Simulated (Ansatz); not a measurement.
Crystal: NaLaMnMoO6.

```
Na La Mn Mo O
1.0
    -2.72294    2.72294    3.89889
     2.72294   -2.72294    3.89889
     2.72294    2.72294   -3.89889
Na La Mn Mo O
1 1 1 1 6
Direct
  0.25000 0.75000 0.50000
  0.75000 0.25000 0.50000
  0.50000 0.50000 0.00000
  0.00000 0.00000 0.00000
  0.20766 0.29607 0.50371
  0.29605 0.79234 0.08841
  0.79236 0.70395 0.49629
  0.70393 0.20764 0.91159
  0.25194 0.25194 0.00000
  0.74806 0.74806 0.00000
```

The cell was built by a generator and needn't be a form met in nature.

Base run:

* Program: Ansatz 0.2.0
* Functional: PBE
* Potentials or basis: Ansatz PAW
* Cutoff: 420 eV (not typed: the program's choice for these potentials)
* k mesh: 7 × 7 × 7
* Occupations: fermi-dirac, width 0.05 eV
* Spin: collinear spin, ferromagnetic start
* Starting moments: [0.0, 0.0, 4.0, 1.0, 0.0, 0.0, 0.0, 0.0, 0.0, 0.0] μB

Its results: band gap on the k mesh none (metal or under the smearing width); pressure 0.3 GPa; net moment 1.96 μB per cell; site moments Na +0.00; La -0.01; Mn +2.24; Mo -0.37; O +0.01 μB; largest force 0.083 eV/Å.

**Question.** The run is repeated on the same cell with these changes: functional from PBE to revPBE. What comes out?

**Answer.** Band gap on the k mesh none (metal or under the smearing width); pressure 3.9 GPa; net moment 2.02 μB per cell; site moments Na +0.00; La -0.01; Mn +2.30; Mo -0.38; O +0.01 μB; largest force 0.124 eV/Å.

revPBE binds less tightly than PBE, so the same cell stands under more pressure.

Caveats: spin-orbit coupling is left out, which moves the levels of the heavy elements; a cell with one magnetic atom can't hold antiferromagnetic order, which such compounds often take; semilocal functionals often make such compounds metallic where correlation or magnetic order opens a gap, which also shifts bond lengths; the starting moments weren't kept; the PAW data sets come from PBE, with cores solved anew for the run's functional, which leaves a small shift of forces and pressure (some runs).
